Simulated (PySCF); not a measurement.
# MnF2: EPR parameters at several levels of theory

Aim: compute the EPR parameters of MnF2 (`[F][Mn][F]`) at several levels, and see how far they spread and what each costs.

Programs: PySCF 2.14.0, with density-fitted response routines of our own. Each step states its level of theory. These are calculated values for one molecule in the gas phase, unless marked as measured. Atoms are numbered from 0 throughout.

## Step 1: The starting structure

3 atoms, charge 0, multiplicity 6; geometry from: GFN2-xTB. The atoms were then displaced at random by about 0.03 Å, so the start is not that level's minimum.

Bonds of the start (Å): Mn0–F1 1.69, Mn0–F2 1.75.

## Step 2: Optimising the geometry at PBE0-D3(BJ)/def2-SVP

What the job is given:

```
{"job": {"xc": "PBE0", "basis": "def2-SVP", "d3": "d3bj", "grid": 1, "maxiter": 40, "shake": 0.03, "kind": "geom"}, "charge": 0, "multiplicity": 6}
Mn     0.050290    -0.082960     0.012370
F     -0.027180    -0.029790     1.699280
F     -0.039510     0.015540    -1.731540
```

Started as:

```sh
OMP_NUM_THREADS=1 python probes_run.py task.json out
```

One launch serves the whole session: the jobs run in the order shown.

The program printed:

```text
step   0  E = -1350.06398362  max force = 0.052813
step   1  E = -1350.06856056  max force = 0.006366
step   2  E = -1350.06875122  max force = 0.001635
step   3  E = -1350.06887406  max force = 0.002343
step   4  E = -1350.06894321  max force = 0.002793
step   5  E = -1350.06896610  max force = 0.001348
step   6  E = -1350.06896760  max force = 0.000233
optimisation converged
```

It took 14 s on 1 thread of AMD EPYC 9R45, shared host; peak memory 0.26 GiB.

Along the way:

| step | energy from step 0 (eV) | largest force component (eV/Å) |
| --- | --- | --- |
| 0 | 0.0000 | 2.7158 |
| 1 | -0.1245 | 0.3274 |
| 2 | -0.1297 | 0.0841 |
| 3 | -0.1331 | 0.1205 |
| 4 | -0.1350 | 0.1436 |
| 5 | -0.1356 | 0.0693 |
| 6 | -0.1356 | 0.0120 |

Distances of close pairs at the start and the end, largest changes first:

| bond | before (Å) | after (Å) | change (Å) |
| --- | --- | --- | --- |
| Mn0–F1 | 1.690 | 1.777 | +0.088 |
| Mn0–F2 | 1.749 | 1.777 | +0.028 |

The final coordinates are the input of the step that follows.

```
                         at the end point         value
  point group (found at 0.08 Å tolerance)         Dinfh
rotational constants (GHz, main isotopes)  4.212, 4.212
                        dipole moment (D)          0.01
                                     ⟨S²⟩         8.762
```

## Step 3: g tensor and hyperfine couplings: PBE0/def2-TZVP-core+IGLO-III

What the job is given:

```
{"job": {"kind": "epr"}, "charge": 0, "multiplicity": 6}
Mn    -0.006305    -0.031727    -0.006803
F     -0.003647    -0.033266     1.770563
F     -0.006448    -0.032217    -1.783650
```

With the program's defaults for keys left out, this is: UKS PBE0, IGLO-III on F, def2-TZVP-core on Mn, non-relativistic, mean-field spin-orbit, GIAO.

The program printed:

```text
starts in def2-SVP, energy above the lowest (Eh): 0.00000 0.00000 0.00000 0.00000 0.00000
UKS, coarse grid
  cycle   1  E = -1331.87093462  |g| = 1.19e+01
  cycle   2  E = -1264.29752362  |g| = 8.34e+00
  cycle   3  E = -1274.01276227  |g| = 1.58e+01
  cycle   4  E = -1281.05088786  |g| = 1.53e+01
  cycle   5  E = -1281.04788649  |g| = 1.53e+01
  cycle   6  E = -1280.94514272  |g| = 1.53e+01
  cycle   7  E = -1280.95975683  |g| = 1.53e+01
  cycle   8  E = -1280.68522411  |g| = 1.53e+01
  cycle   9  E = -1282.80188999  |g| = 1.52e+01
  cycle  10  E = -1267.41572000  |g| = 1.67e+01
[... 3 cycles left out ...]
  cycle  14  E = -1337.49888007  |g| = 6.24e+00
  cycle  15  E = -1349.68448226  |g| = 1.73e+00
  cycle  16  E = -1350.24283318  |g| = 1.10e+00
  cycle  17  E = -1350.44456973  |g| = 4.39e-01
  cycle  18  E = -1350.48448350  |g| = 2.82e-01
  cycle  19  E = -1350.50585144  |g| = 2.84e-02
  cycle  20  E = -1350.50608970  |g| = 2.18e-02
  cycle  21  E = -1350.50622551  |g| = 8.42e-03
  cycle  22  E = -1350.50625786  |g| = 1.77e-03
  cycle  23  E = -1350.50625972  |g| = 3.49e-04
UKS, final grid
  cycle   1  E = -1350.50639118  |g| = 4.02e-04
  cycle   2  E = -1350.50639109  |g| = 6.90e-04
  cycle   3  E = -1350.50639123  |g| = 4.24e-05
  cycle   4  E = -1350.50639123  |g| = 1.00e-05
E = -1350.50639123 Eh   <S^2> = 8.7616 (exact 8.7500)
g shifts (ppm)      1          2          3
  rmc          -658       -658       -658
  gc             58         63         63
  oz_so           0        411        411
  total        -600       -184       -184
hyperfine (MHz)  atom isotope    a_iso     a_fc   dipolar eigenvalues
    0  55Mn     221.84     223.74     -3.41      1.70      1.70
    1   19F      18.20      17.57    -29.90     14.95     14.95
    2   19F      18.20      17.57    -29.90     14.95     14.95
zero-field splitting (cm-1)  D = 0.4542  E = 0.0000  (spin-spin 0.1874, spin-orbit 0.2668)
```

Wall time 26 s (1 thread of AMD EPYC 9R45, shared host); peak memory 0.6 GiB.

Principal g values 2.00172, 2.00214, 2.00214; g(iso) = 2.00200, against 2.00232 for a free electron.

Mean a(iso) over the nuclei that a row names, and the largest dipolar term of the row (other rows stand at the frozen geometry):

| nuclei | isotope | a(iso) (MHz) | a(iso) (G, at g = 2.0023) | largest dipolar term (MHz) |
| --- | --- | --- | --- | --- |
| Mn0 | 55Mn | 221.8 | 79.2 | -3.4 |
| F1, F2 | 19F | 18.2 | 6.5 | -29.9 |

Zero-field splitting: D = 0.454 cm⁻¹ (spin-spin 0.187, spin-orbit 0.267), E = 0.000 cm⁻¹.

Mulliken spin populations:

```
atom  value (e)
 Mn0       4.89
  F1       0.06
  F2       0.06
```

The fields below are evaluated on a grid from the run's orbitals.

ELF in a plane through or near 3 of the atoms.

Ten even steps from ' ' (0.00) to '@' (0.84):
```
                                                        
                                                        
                        ........                        
                        ..::::..                        
              ..........::::::::..........              
          ..::------::....::::....::------::..          
        ..::==**##**==..::----::..--**####==::..        
        ::==##@@@@@@**..==####==..**@@@@@@##==::        
      ..--**%%@@%%@@%%::##%%##%%::##@@%%@@@@**--..      
      ..--##@@++##**@@::%%++++@@::%%%%**++@@##--..      
      ..--##@@****##@@::%%==++@@::%%%%++**@@##--..      
        --**%%@@%%@@%%::##%%%%%%::##@@@@@@%%**--..      
        ::==##@@@@%%**..==****==..++%%@@@@##==::        
        ..::==**##**--..::----::..--******==::..        
          ..::------::....::::....::------::..          
              ......  ..::::::::..  ......              
                        ..::::..                        
                        ........                        
                                                        
                                                        
```
The map spans 8.8 Å across and 5.2 Å up, centred on the molecule. Atoms in the plane (x, y in Å): Mn0 (0.0, 0.0), F1 (1.8, 0.0), F2 (-1.8, 0.0).

On the surface of density 0.002 e/bohr³ the electrostatic potential runs, from the 1st to the 99th percentile, from -1.43 V near F1 to 2.99 V near Mn0.

The spin density lies nearest to Mn0 95 %.

## Step 4: g tensor and hyperfine couplings: PBE/def2-TZVP-core+IGLO-III

What the job is given:

```
{"job": {"kind": "epr", "xc": "PBE"}, "charge": 0, "multiplicity": 6}
Mn    -0.006305    -0.031727    -0.006803
F     -0.003647    -0.033266     1.770563
F     -0.006448    -0.032217    -1.783650
```

Method: UKS PBE, IGLO-III on F, def2-TZVP-core on Mn, non-relativistic, mean-field spin-orbit, GIAO.

The program printed (excerpt; [...] marks lines left out):

```text
starts in def2-SVP, energy above the lowest (Eh): 0.00000 0.00000 0.00000 0.00000
UKS, coarse grid
  cycle   1  E = -1328.78530342  |g| = 1.29e+01
  cycle   2  E = -1259.20476604  |g| = 8.39e+00
  cycle   3  E = -1259.47003967  |g| = 1.66e+01
  cycle   4  E = -1267.45253662  |g| = 1.61e+01
  cycle   5  E = -1267.81103197  |g| = 1.60e+01
  cycle   6  E = -1267.80553130  |g| = 1.60e+01
  cycle   7  E = -1267.98649600  |g| = 1.60e+01
  cycle   8  E = -1268.06944465  |g| = 1.60e+01
  cycle   9  E = -1268.08050897  |g| = 1.60e+01
  cycle  10  E = -1258.26136489  |g| = 1.71e+01
[... 6 cycles left out ...]
  cycle  17  E = -1347.93437464  |g| = 2.67e+00
  cycle  18  E = -1348.06079422  |g| = 2.74e+00
  cycle  19  E = -1350.15794109  |g| = 9.89e-01
  cycle  20  E = -1350.21750738  |g| = 9.10e-01
  cycle  21  E = -1350.45371223  |g| = 3.34e-01
  cycle  22  E = -1350.48087571  |g| = 1.67e-01
  cycle  23  E = -1350.49071631  |g| = 4.51e-02
  cycle  24  E = -1350.49135158  |g| = 7.20e-03
  cycle  25  E = -1350.49136907  |g| = 1.27e-03
  cycle  26  E = -1350.49136729  |g| = 3.31e-04
UKS, final grid
  cycle   1  E = -1350.49154391  |g| = 8.57e-04
  cycle   2  E = -1350.49154185  |g| = 2.89e-03
  cycle   3  E = -1350.49154411  |g| = 1.27e-04
  cycle   4  E = -1350.49154412  |g| = 5.52e-05
  cycle   5  E = -1350.49154412  |g| = 1.27e-05
E = -1350.49154412 Eh   <S^2> = 8.7594 (exact 8.7500)
g shifts (ppm)      1          2          3
  rmc          -639       -639       -639
  gc             59         60         60
  oz_so           0       1547       1547
  total        -580        968        968
hyperfine (MHz)  atom isotope    a_iso     a_fc   dipolar eigenvalues
    0  55Mn     306.53     308.66    -13.66      6.83      6.83
    1   19F      15.44      14.44    -37.26     18.63     18.63
    2   19F      15.42      14.42    -37.25     18.62     18.62
zero-field splitting (cm-1)  D = 0.5815  E = 0.0000  (spin-spin 0.2059, spin-orbit 0.3756)
```

Run time: 16 s. Hardware: 1 thread of AMD EPYC 9R45, shared host; peak memory 0.54 GiB.

Key values: g(iso) 2.00277.

## Step 5: EPR parameters: B3LYP/def2-TZVP-core+IGLO-III

What the job is given:

```
{"job": {"kind": "epr", "xc": "B3LYP"}, "charge": 0, "multiplicity": 6}
Mn    -0.006305    -0.031727    -0.006803
F     -0.003647    -0.033266     1.770563
F     -0.006448    -0.032217    -1.783650
```

Level: UKS B3LYP, IGLO-III on F, def2-TZVP-core on Mn, non-relativistic, mean-field spin-orbit, GIAO.

The program printed:

```text
starts in def2-SVP, energy above the lowest (Eh): 0.00000 0.00000 0.00000 0.00000 0.00000
UKS, coarse grid
  cycle   1  E = -1331.66065445  |g| = 1.22e+01
  cycle   2  E = -1263.05321374  |g| = 8.16e+00
  cycle   3  E = -1266.10704229  |g| = 1.62e+01
  cycle   4  E = -1276.18827857  |g| = 1.57e+01
  cycle   5  E = -1276.60283785  |g| = 1.56e+01
  cycle   6  E = -1276.55125788  |g| = 1.57e+01
  cycle   7  E = -1279.24803286  |g| = 1.55e+01
  cycle   8  E = -1280.25312319  |g| = 1.54e+01
  cycle   9  E = -1280.68021626  |g| = 1.54e+01
  cycle  10  E = -1269.28583262  |g| = 1.67e+01
[... 3 cycles left out ...]
  cycle  14  E = -1306.64277663  |g| = 8.31e+00
  cycle  15  E = -1343.44711697  |g| = 4.17e+00
  cycle  16  E = -1348.54855774  |g| = 2.79e+00
  cycle  17  E = -1350.50993390  |g| = 1.11e+00
  cycle  18  E = -1350.79267792  |g| = 7.64e-01
  cycle  19  E = -1350.93510749  |g| = 1.36e-01
  cycle  20  E = -1350.94036737  |g| = 3.81e-02
  cycle  21  E = -1350.94081687  |g| = 1.25e-02
  cycle  22  E = -1350.94087945  |g| = 4.62e-03
  cycle  23  E = -1350.94088819  |g| = 5.89e-04
UKS, final grid
  cycle   1  E = -1350.94104400  |g| = 5.89e-04
  cycle   2  E = -1350.94104368  |g| = 1.29e-03
  cycle   3  E = -1350.94104413  |g| = 8.14e-05
  cycle   4  E = -1350.94104413  |g| = 4.87e-05
  cycle   5  E = -1350.94104414  |g| = 3.64e-05
  cycle   6  E = -1350.94104414  |g| = 1.02e-05
E = -1350.94104414 Eh   <S^2> = 8.7597 (exact 8.7500)
g shifts (ppm)      1          2          3
  rmc          -662       -662       -662
  gc             59         65         65
  oz_so           0        711        711
  total        -603        114        114
hyperfine (MHz)  atom isotope    a_iso     a_fc   dipolar eigenvalues
    0  55Mn     275.67     277.69     -7.69      3.84      3.84
    1   19F      22.25      21.47    -31.96     15.98     15.98
    2   19F      22.25      21.48    -31.95     15.98     15.98
zero-field splitting (cm-1)  D = 0.4894  E = 0.0000  (spin-spin 0.1901, spin-orbit 0.2993)
```

Wall time 25 s (1 thread of AMD EPYC 9R45, shared host); peak memory 0.63 GiB.

This run: g(iso) 2.00219.

## Step 6: g tensor and hyperfine couplings: BHandHLYP/def2-TZVP-core+IGLO-III

What the job is given:

```
{"job": {"kind": "epr", "xc": "BHandHLYP"}, "charge": 0, "multiplicity": 6}
Mn    -0.006305    -0.031727    -0.006803
F     -0.003647    -0.033266     1.770563
F     -0.006448    -0.032217    -1.783650
```

Method: UKS BHandHLYP, IGLO-III on F, def2-TZVP-core on Mn, non-relativistic, mean-field spin-orbit, GIAO.

The program printed (excerpt; [...] marks lines left out):

```text
starts in def2-SVP, energy above the lowest (Eh): 0.00000 0.00000 0.00000 0.00000
UKS, coarse grid
  cycle   1  E = -1335.70885411  |g| = 1.10e+01
  cycle   2  E = -1284.47657411  |g| = 8.76e+00
  cycle   3  E = -1304.49761307  |g| = 1.27e+01
  cycle   4  E = -1309.82854540  |g| = 1.20e+01
  cycle   5  E = -1312.88809714  |g| = 1.16e+01
  cycle   6  E = -1312.88503271  |g| = 1.16e+01
  cycle   7  E = -1313.10101082  |g| = 1.16e+01
  cycle   8  E = -1315.95316559  |g| = 1.12e+01
  cycle   9  E = -1316.10978897  |g| = 1.12e+01
  cycle  10  E = -1322.59963679  |g| = 1.04e+01
[... 13 cycles left out ...]
  cycle  24  E = -1339.02486010  |g| = 5.53e+00
  cycle  25  E = -1347.95958961  |g| = 2.87e+00
  cycle  26  E = -1349.98471982  |g| = 1.58e+00
  cycle  27  E = -1350.63667928  |g| = 6.27e-01
  cycle  28  E = -1350.79285354  |g| = 1.58e-01
  cycle  29  E = -1350.80696806  |g| = 1.18e-01
  cycle  30  E = -1350.81160646  |g| = 3.98e-02
  cycle  31  E = -1350.81284178  |g| = 1.77e-02
  cycle  32  E = -1350.81315925  |g| = 4.51e-03
  cycle  33  E = -1350.81316925  |g| = 7.30e-04
UKS, final grid
  cycle   1  E = -1350.81327400  |g| = 5.01e-04
  cycle   2  E = -1350.81327402  |g| = 5.82e-04
  cycle   3  E = -1350.81327411  |g| = 1.03e-04
  cycle   4  E = -1350.81327412  |g| = 4.47e-05
  cycle   5  E = -1350.81327412  |g| = 1.16e-05
E = -1350.81327412 Eh   <S^2> = 8.7604 (exact 8.7500)
g shifts (ppm)      1          2          3
  rmc          -679       -679       -679
  gc             68         68         58
  oz_so         -27        -27          0
  total        -638       -638       -620
hyperfine (MHz)  atom isotope    a_iso     a_fc   dipolar eigenvalues
    0  55Mn     182.59     184.14     -0.72     -0.72      1.44
    1   19F      26.68      26.19    -24.39     12.19     12.19
    2   19F      26.70      26.20    -24.39     12.19     12.19
zero-field splitting (cm-1)  D = 0.3730  E = 0.0000  (spin-spin 0.1682, spin-orbit 0.2048)
```

Wall time 25 s (1 thread of AMD EPYC 9R45, shared host); peak memory 0.63 GiB.

This run: g(iso) 2.00169.

## Step 7: Side by side: EPR parameters

g, ⟨S²⟩ and isotropic hyperfine couplings (MHz), with basis size and wall time:

| run | g(iso) | ⟨S²⟩ | 55Mn Mn0 | 19F F1 (mean) | functions | time |
| --- | --- | --- | --- | --- | --- | --- |
| PBE0/def2-TZVP-core+IGLO-III | 2.00200 | 8.762 | 221.8 | 18.2 | 150 | 26 s |
| PBE/def2-TZVP-core+IGLO-III | 2.00277 | 8.759 | 306.5 | 15.4 | 150 | 16 s |
| B3LYP/def2-TZVP-core+IGLO-III | 2.00219 | 8.760 | 275.7 | 22.3 | 150 | 25 s |
| BHandHLYP/def2-TZVP-core+IGLO-III | 2.00169 | 8.760 | 182.6 | 26.7 | 150 | 25 s |

## Step 8: Summary of results

| quantity | value |
| --- | --- |
| point group | Dinfh |
| rotational constants (main isotopes) | 4.21, 4.21 GHz |
| D, E (PBE0) | 0.454, 0.000 cm⁻¹ |
| g(iso) (PBE0) | 2.00200 |
| ⟨S²⟩ | 8.762 (exact 8.75) |
| largest a(iso) (averaged by class) | 55Mn on Mn0, 221.8 MHz |
| surface potential, 1st and 99th percentile | -1.43 V and 2.99 V |

Single values in the summary come from the first run of each kind that ended normally (PBE0/def2-TZVP-core+IGLO-III), which need not be the best level. The start was shaken at random, so part of the energy gained undoes that. The optimisation took 6 steps and gained 0.136 eV; among the close pairs (by a distance rule), Mn0–F1 changed most, from 1.690 to 1.777 Å. No frequency check was run at this level, so the end point may be a saddle. Mn0 carries the largest spin population, 4.89 e. The isotropic g lies 0.3 ppt below the free-electron value. DFT tends to give too small g shifts for metal centres. The coupling of 55Mn on Mn0 runs from 182.6 (BHandHLYP/def2-TZVP-core+IGLO-III) to 306.5 MHz (PBE/def2-TZVP-core+IGLO-III).
